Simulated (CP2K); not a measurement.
**BHBr (SMILES [BH]Br): a first try and a second**

Aim: energy and gradient of BHBr at PM3.

Program for the calculation: CP2K 2026.2.

1 further run of the same task is left out (set aside as unsound or not needed).

## 1. Starting point

BHBr: 3 atoms, total charge 0, spin state doublet. As SMILES, `[BH]Br`. Geometry: relaxed at PBE0-D4/def2-TZVP.

Bond lengths: B1–Br2 1.868 Å, B1–H3 1.193 Å. Angles: Br2–B1–H3 123.6°.

## 2. First attempt

File calc.inp:

```
&FORCE_EVAL
  METHOD QS
  &DFT
    CHARGE 0
    MULTIPLICITY 2
    UNRESTRICTED_KOHN_SHAM T
    &QS
      METHOD B3LYP
      EPS_DEFAULT 1.0E-10
      &SE
        &COULOMB
          CUTOFF [angstrom] 50
          RC_RANGE [angstrom] 0
        &END COULOMB
        &EXCHANGE
          CUTOFF [angstrom] 50
          RC_RANGE [angstrom] 0
        &END EXCHANGE
      &END SE
    &END QS
    # no periodic images
    &POISSON
      PERIODIC NONE
      POISSON_SOLVER ANALYTIC
    &END POISSON
    # self-consistent field
    &SCF
      SCF_GUESS ATOMIC
      EPS_SCF 1.0E-06
      MAX_SCF 150
      ADDED_MOS 4
      &DIAGONALIZATION
        ALGORITHM STANDARD
      &END DIAGONALIZATION
      &MIXING
        METHOD DIRECT_P_MIXING
        ALPHA 0.4
      &END MIXING
    &END SCF
    &PRINT
      &MOMENTS
        PERIODIC F
        REFERENCE COM
        MAX_MOMENT 1
      &END MOMENTS
      &MO ON
        ENERGIES T
        OCCUPATION_NUMBERS T
        NDIGITS 6
        &EACH
          QS_SCF 0
        &END EACH
        ADD_LAST NUMERIC
      &END MO
      &HIRSHFELD OFF
      &END HIRSHFELD
    &END PRINT
  &END DFT
  # structure
  &SUBSYS
    # box in angstrom
    &CELL
      ABC [angstrom] 10.3 9.1 9.3
      PERIODIC NONE
    &END CELL
    &COORD
      B     -0.094500    -0.523000    -0.115700
      Br     1.181000     0.563200     0.709800
      H     -1.097400    -0.105000    -0.607300
    &END COORD
    &TOPOLOGY
      &CENTER_COORDINATES
      &END CENTER_COORDINATES
    &END TOPOLOGY
  &END SUBSYS
  # extra output
  &PRINT
    &FORCES ON
    &END FORCES
  &END PRINT
&END FORCE_EVAL
&GLOBAL
  PROJECT calc
  RUN_TYPE ENERGY_FORCE
  PRINT_LEVEL MEDIUM
&END GLOBAL
```

The run is started by

```sh
$ OMP_NUM_THREADS=1 cp2k.psmp calc.inp > calc.out
```

The program printed:

```text
*******************************************************************************
 *   ___                                                                       *
 *  /   \                                                                      *
 * [ABORT]                                                                     *
 *  \___/                   invalid value for enumeration:B3LYP                *
 *    |                                                                        *
 *  O/|                                                                        *
 * /| |                                                                        *
 * / \                                     input/input_enumeration_types.F:215 *
 *******************************************************************************

 ===== Routine Calling Stack =====

            6 val_create_parsing
            5 section_vals_parse
            4 section_vals_parse
            3 section_vals_parse
            2 section_vals_parse
            1 read_input

Program received signal SIGABRT: Process abort signal.

Backtrace for this error:
#0  0x4456b91af957 in ???
#1  0x4456d9a64cac in __pthread_kill_implementation
#2  0x4456d9a0bfb7 in raise
#3  0x4456d99f5d37 in abort
#4  0x4456b9882d83 in ???
#5  0x4456b9884297 in ???
#6  0x4456b9884497 in ???
#7  0x4456b99e226f in ???
#8  0x4456b99f183b in ???
#9  0x4456b99f367b in ???
#10  0x4456b99f38f7 in ???
#11  0x4456b99f38f7 in ???
#12  0x4456b99f38f7 in ???
#13  0x4456b92c9807 in ???
#14  0x4456b9b34e8b in ???
#15  0x4456b9b39d0b in ???
#16  0x4456b9250db3 in ???
#17  0x4456b924ef13 in ???
#18  0x4456d99f6573 in __libc_start_call_main
#19  0x4456d99f6657 in __libc_start_main_impl
#20  0x4456b924f06f in ???
#21  0xffffffffffffffff in ???
```

It took 0.2 s on 1 thread of Arm Neoverse V1, shared host.

## 3. Reading the log

The program refused the input.

The log says `\___/                   invalid value for enumeration:B3LYP`. The cause is that the keyword for the method is given a word that it doesn't take.

## 4. Try two

File molecule.inp:

```
&GLOBAL
    PROJECT molecule
    RUN_TYPE ENERGY_FORCE
    PRINT_LEVEL MEDIUM
&END GLOBAL

&FORCE_EVAL
    METHOD Quickstep
    &DFT
        MULTIPLICITY 2
        SPIN_POLARIZED T
        ! Quickstep
        &QS
            METHOD PM3
            EPS_DEFAULT 1.0E-10
            &SE
                &COULOMB
                    CUTOFF [angstrom] 50
                    RC_RANGE [angstrom] 0
                &END COULOMB
                &EXCHANGE
                    CUTOFF [angstrom] 50
                    RC_RANGE [angstrom] 0
                &END EXCHANGE
            &END SE
        &END QS
        ! cluster boundary conditions
        &POISSON
            PERIODIC NONE
            POISSON_SOLVER ANALYTIC
        &END POISSON
        ! SCF settings
        &SCF
            SCF_GUESS ATOMIC
            EPS_SCF 1.0E-06
            MAX_SCF 150
            ADDED_MOS 4
            &DIAGONALIZATION
                ALGORITHM STANDARD
            &END DIAGONALIZATION
            &MIXING
                METHOD DIRECT_P_MIXING
                ALPHA 0.4
            &END MIXING
        &END SCF
        &PRINT
            &MOMENTS
                PERIODIC F
                REFERENCE COM
                MAX_MOMENT 1
            &END MOMENTS
            &MO ON
                ENERGIES T
                OCCUPATION_NUMBERS T
                NDIGITS 6
                &EACH
                    QS_SCF 0
                &END EACH
                ADD_LAST NUMERIC
            &END MO
            &HIRSHFELD OFF
            &END HIRSHFELD
        &END PRINT
    &END DFT
    ! structure
    &SUBSYS
        ! box in angstrom
        &CELL
            ABC 10.3 9.1 9.3
            PERIODIC NONE
        &END CELL
        &COORD
            B     -0.094500    -0.523000    -0.115700
            Br     1.181000     0.563200     0.709800
            H     -1.097400    -0.105000    -0.607300
        &END COORD
        &TOPOLOGY
            &CENTER_COORDINATES
            &END CENTER_COORDINATES
        &END TOPOLOGY
    &END SUBSYS
    ! extra output
    &PRINT
        &FORCES ON
        &END FORCES
    &END PRINT
&END FORCE_EVAL
```

The run is started by

```sh
$ OMP_NUM_THREADS=1 cp2k.psmp molecule.inp > molecule.out
```

The program printed:

```text
CP2K| version string:                                       CP2K version 2026.2
[...]
 GLOBAL| Method name                                                        CP2K
[...]
 GLOBAL| Run type                                                   ENERGY_FORCE
[...]
 *** WARNING in qs_environment.F:2210 :: More added MOs requested than     ***
 *** available. The full set of unoccupied MOs will be used. Use           ***
 *** 'ADDED_MOS -1' to always use all available MOs and to get rid of this ***
[...]
                             - Atoms:                                          3
[...]
                             - Spherical basis functions:                      9
[...]
 Number of electrons:                                                          6
[...]
     1 P_Mix/Diag. 0.40E+00    0.0     0.42346074       -14.4595877757 -1.45E+01
[...]
    18 DIIS/Diag.  0.25E-06    0.0     0.00000041       -15.5964560080 -5.42E-12
  *** SCF run converged in    18 steps ***
  Core-core repulsion energy [eV]:                            198.34918727169182
  Core Hamiltonian energy [eV]:                              -717.24197244701327
  Two-electron integral energy [eV]:                          188.98326788101218
  Electronic energy [eV]:                                    -622.75033850650721
  Total energy [eV]:                                         -424.40115123481530
  Atomic reference energy [eV]:                               427.02647191461966
  Heat of formation [kcal/mol]:                                60.54133790738022
[...]
 SE_DIPOLE| Moment [Debye]          0.80738438       2.48967940       0.74563006
 SE_DIPOLE| Derivative [a.u.]       0.00000000       0.00000000       0.00000000
 ENERGY| Total FORCE_EVAL ( QS ) energy [hartree]            -15.596456007973035
 FORCES| Atomic forces [hartree/bohr]
 FORCES|   Atom     x               y               z               |f|
 FORCES|      1  1.22437112E-02  4.19167184E-02  1.18224087E-02   4.52403480E-02
 FORCES|      2 -1.33668253E-02 -2.46173583E-02 -1.02893133E-02   2.98421903E-02
 FORCES|      3  1.12311410E-03 -1.72993601E-02 -1.53309533E-03   1.74034372E-02
 FORCES| Sum     5.55111512E-17  8.32667268E-17 -5.55111512E-17
 FORCES| Total atomic force                                       1.14439170E-16
[...]
```

It took 0.26 s on 1 thread of Arm Neoverse V1, shared host.

## 5. Results

At PM3:

| quantity | value |
| --- | --- |
| total energy | -15.59646 Eh |
| dipole moment | 2.72 D |
| HOMO energy (highest over α and β) | -8.17 eV |
| LUMO energy (lowest over α and β) | -2.92 eV |
| heat of formation at this unrelaxed shape | 60.5 kcal/mol |
| largest force on an atom | 2.326 eV/Å |

The largest force is 2.33 eV/Å: the shape isn't a stationary point for this species at this level.
